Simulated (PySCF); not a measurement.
# BSb: from the state search to spectroscopic constants

The task here is to estimate one member of a computed series from the others.

Program: PySCF 2.14.0. Level of theory: B x2c-SVPall, Sb x2c-SVPall, spin-free X2C with a Gaussian nucleus. These are calculated values, not measurements.

Set-up of the first run:

The job is set up so:

```
atoms                         : B, Sb
charge                        : 0
basis                         : B x2c-SVPall, Sb x2c-SVPall
Hamiltonian                   : spin-free X2C with a Gaussian nucleus
basis functions               : 50
electrons treated             : 56
masses in u                   : 11.0093, 120.9038
levels                        : PBE0, PBE, r²SCAN, B97-3, LDA, M06-L, HF, MP2, SCS-MP2, CCSD, CCSD(T)
grid                          : 80 radial by 434 angular points
occupations                   : held fixed by the projection of orbital angular momentum
dissociation limit            : B + Sb, each in its ground configuration
starting distance in angstrom : 2.180
values of 2S to try           : 0, 2, 4
```

On the command line:

```sh
OMP_NUM_THREADS=1 python dia.py task.json out
```

Among the steps run: Input; PBE0 along the bond; Other states along the same grid; PBE (GGA); r²SCAN (meta-GGA); B97-3; LDA; M06-L (meta-GGA); ROHF (mean field); Adding correlation.

One table of the session follows, with a row left open; its other results are not shown here.

Differences from CCSD(T) in the same basis:

```
       level  Re (mÅ)  ωe (%)
        ROHF      -46   +11.6
    ROHF-MP2      -22    +9.4
ROHF-SCS-MP2        ?       ?
   ROHF-CCSD      -14    +3.1
         LDA      -32    +5.4
         PBE       -8    +1.3
      r²SCAN      -22    +5.3
       M06-L      -25    +6.6
        PBE0      -29    +6.1
       B97-3      -20    +4.1
```

**Question.** Estimate the row for ROHF-SCS-MP2.

As computed: Re (mÅ): -17; ωe (%): +6.6. In the column «Re (mÅ)» it lies between B97-3 (-20) and ROHF-CCSD (-14).

To keep in mind: At some levels the lowest empty orbital lies below the highest filled one (the two can be of opposite spin).
